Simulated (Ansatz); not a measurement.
Pt3Pb, space group Pm-3m, the levels without and with spin-orbit coupling

With Ansatz's Python interface.

The cells in order, each with its output:

```python
import warnings

import ansatz as az

warnings.simplefilter("ignore", az.DeckWarning)
```

```python
cell = (
    az.Lattice.cubic(4.058)
    .space_group(221)
    .atom("Pt", (0.0, 0.5, 0.5))
    .atom("Pb", (0.0, 0.0, 0.0))
)
```

```python
len(cell.resolved().sites)
```

    4

```python
setup = (
    cell.calculation()
    .kpoints(spacing=0.52)
    .occupations(az.OccupationsMethod.FERMI_DIRAC, width=0.05)
    .scf(tolerance=1e-09, max_iterations=100)
    .functional("pbesol", dispersion="d3bjatm")
    .band_table()
)
for label, variant in (("scalar-relativistic", setup), ("spin-orbit", setup.spin(soc=True))):
    r = variant.run().report
    zero = r["band_edges_ev"][0] if r.get("band_edges_ev") else r["fermi_energy_ev"]
    near = [round(e - zero, 3) for e in r["eigenvalues_ev"][0] if abs(e - zero) < 2]
    print(label)
    print("  band edges (eV):", [round(e, 3) for e in r.get("band_edges_ev") or []] or "none reported")
    print("  levels at k =", r["kpoints_frac"][0], "within 2 eV of the zero:", near)
```

    scalar-relativistic
      band edges (eV): none reported
      levels at k = [0.0, 0.0, 0.0] within 2 eV of the zero: [-1.338, -1.338, -1.177, -1.177, -1.177, -0.578, -0.063, -0.063, -0.063, 1.444]
    spin-orbit
      band edges (eV): none reported
      levels at k = [0.0, 0.0, 0.0] within 2 eV of the zero: [-1.333, -1.333, -1.333, -1.333, -1.065, -1.065, -1.065, -1.065, -0.584, -0.584, -0.529, -0.529, 0.129, 0.129, 0.129, 0.129, 1.572, 1.572]

Reading the output:
- These settings explore the input space; cutoff and mesh may be short of convergence.
- Dispersion corrections can be off by several per cent in the lattices of metals, and by several GPa in the pressure at a fixed cell.
- The structure is a deposited one; some such entries were measured under pressure or heat, so a shift against it needn't be the functional's error alone.
- Gaps and levels are Kohn-Sham values on a finite set of k-points.
- With spin-orbit coupling each level holds one electron and, with inversion or at time-reversal points, comes in pairs; a window in energy can cut a split set.
- Hardware and time: 8.1 s on 1 thread of AMD EPYC 7R43 64-Core Processor (Zen 3) (shared host), peak memory 0.58 GiB.
